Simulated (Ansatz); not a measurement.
# SnH₂+ (doublet): PBE, r2SCAN, PBE0, B3LYP, wB97M-V, B2PLYP, RPA-PBE over vertical gaps between states, def2-TZVP

How well do these functionals follow the top wave-function level for SnH₂+ (doublet) over vertical gaps between states?

Method: def2-TZVP, all electrons in the functionals, frozen cores in the correlation of double hybrids and RPA; program: Ansatz 0.2.0, Gaussian basis.

The runs, in order: PBE, r2SCAN, PBE0, B3LYP, wB97M-V, B2PLYP, RPA-PBE, at charge 1, doublet; charge 1, quartet.

7 further runs of the same task are left out: 3 that didn't finish, 4 set aside as unsound or not needed.

## (1) The geometry

The geometry is a PBE0/def2-TZVP stationary point (not a proven minimum). No spin-orbit coupling is included. Elements past krypton take def2 core potentials.

3 atoms, charge 1, spin multiplicity 2.

Atoms are counted from 1 here; the program's logs count them from 0.

Bond lengths: Sn1–H2 1.655 Å, Sn1–H3 1.655 Å. Angles: H2–Sn1–H3 180.0°.

No dispersion term is added; wB97M-V holds VV10 nonlocal correlation. B3LYP takes the VWN-RPA correlation.

The geometry shown and the zero of energy belong to the point charge 1, doublet. The yardstick, FCI, and other wave-function levels (R restricted, U unrestricted, valence and pair active spaces) come from earlier runs.

## (2) PBE, charge 1, doublet

Input file in.yaml:

```yaml
crystal:
  periodic: [false, false, false]
  atoms:
    - {symbol: Sn, position_ang: [0.000000, 0.000000, 0.000000]}
    - {symbol: H, position_ang: [0.000000, 0.000000, -1.655400]}
    - {symbol: H, position_ang: [0.000000, 0.000000, 1.655400]}
basis:
  gaussian: {orbitals: def2-TZVP}
total_charge: 1
magnetization: {spin_polarized: true, initial_magnetization: 1}
hamiltonian: {xc: {name: PBE}}
output: {orbitals: {seedname: orbitals}}
```

Command:

```
$ ansatz run in.yaml --threads 1 --pin off --events-out ev --progress --plain --max-ram 2393MiB
```

Further steps of the session: PBE, charge 1, quartet; r2SCAN, charge 1, doublet; r2SCAN, charge 1, quartet; PBE0, charge 1, doublet; PBE0, charge 1, quartet; B3LYP, charge 1, doublet; B3LYP, charge 1, quartet; wB97M-V, charge 1, doublet; wB97M-V, charge 1, quartet; B2PLYP, charge 1, doublet; B2PLYP, charge 1, quartet; RPA-PBE, charge 1, doublet; RPA-PBE, charge 1, quartet.

**Question.** What will the summary of the whole plan be? Wanted: doublet to quartet, FCI; largest miss, PBE; largest miss, r2SCAN; largest miss, PBE0; largest miss, B3LYP; largest miss, wB97M-V; largest miss, B2PLYP; largest miss, RPA-PBE; largest miss, RCCSD(T).

The runs gave:

```
               quantity                              value
doublet to quartet, FCI                       533.9 kJ/mol
      largest miss, PBE  -19.3 kJ/mol (doublet to quartet)
   largest miss, r2SCAN  -19.9 kJ/mol (doublet to quartet)
     largest miss, PBE0  -16.1 kJ/mol (doublet to quartet)
    largest miss, B3LYP  -12.6 kJ/mol (doublet to quartet)
  largest miss, wB97M-V  +15.1 kJ/mol (doublet to quartet)
   largest miss, B2PLYP  -10.4 kJ/mol (doublet to quartet)
  largest miss, RPA-PBE  -14.7 kJ/mol (doublet to quartet)
 largest miss, RCCSD(T)   -0.5 kJ/mol (doublet to quartet)
 largest miss, UCCSD(T)   -1.1 kJ/mol (doublet to quartet)
```

**Reading.** Of the functionals, B2PLYP and RMP2 and UMP2 keep the smallest largest miss at the points compared (at most 10.4 kJ/mol) and r2SCAN strays most (19.9 kJ/mol, at doublet to quartet). Functionals and the yardstick converge differently with the basis, so part of each miss in def2-TZVP is the basis.
